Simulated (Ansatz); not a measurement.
# TaCl (septet): wave-function methods side by side, def2-TZVPP

The task here is to estimate one member of a computed series from the others.

The runs use Ansatz 0.2.0, Gaussian basis; def2-TZVPP, core rule «outside noble gas», up to 9 orbitals frozen.

The runs, in order: UHF; CCSD(T) on ROHF; CCSD(T) on UHF; CCSDT(Q) on ROHF; CCSDT(Q) on UHF.

11 further runs of the same task are left out: 6 for a known fault of the program, 5 set aside as unsound or not needed.

**The geometry**

The geometry is a PBE0/def2-TZVP stationary point (not a proven minimum). No spin-orbit coupling is included. Elements past krypton take def2 core potentials.

2 atoms, charge 0, spin multiplicity 7.

Atoms are counted from 1 here; the program's logs count them from 0.

Bond lengths: Ta1–Cl2 2.875 Å.

Set-up of the first run:

Contents of in.yaml:

```yaml
crystal:
  periodic: [false, false, false]
  atoms:
    - {symbol: Ta, position_ang: [0.000000, 0.000000, 0.000000]}
    - {symbol: Cl, position_ang: [0.000000, 0.000000, 2.875200]}
basis:
  gaussian: {orbitals: def2-TZVPP}
magnetization: {spin_polarized: true, initial_magnetization: 6}
hamiltonian: {xc: hf}
output: {orbitals: {seedname: orbitals}}
```

Run with:

```bash
ansatz run in.yaml --threads 1 --pin off --events-out ev --progress --plain --max-ram 3968MiB --backend cpu
```

Steps of the session up to this table: UHF; CCSD(T) on ROHF; CCSD(T) on UHF; CCSDT(Q) on ROHF; CCSDT(Q) on UHF.

One table of the session follows, with a row left open; its other results are not shown here.

| method | from RCCSDT(Q) (kJ/mol) |
| --- | --- |
| ROHF | +697.8 |
| UHF | +667.6 |
| RMP2 | +107.8 |
| UMP2 | +97.3 |
| RCCSD | +27.5 |
| UCCSD | ? |
| RCCSD(T) | +4.2 |
| UCCSD(T) | -8.8 |
| RCCSDT | +0.8 |
| UCCSDT | -12.2 |
| RCCSDT(Q) | 0 |
| UCCSDT(Q) | -13.0 |

Q: Estimate the row for UCCSD from the others.

The run gave: from RCCSDT(Q) (kJ/mol): +13.8. In the column «from RCCSDT(Q) (kJ/mol)» it lies between RCCSD(T) (+4.2) and RCCSD (+27.5).

Caveats from the session: Restricted and unrestricted rows rest on different reference determinants; where their highest levels disagree by more than a few hundredths of an eV, they describe different states and don't form one ladder.
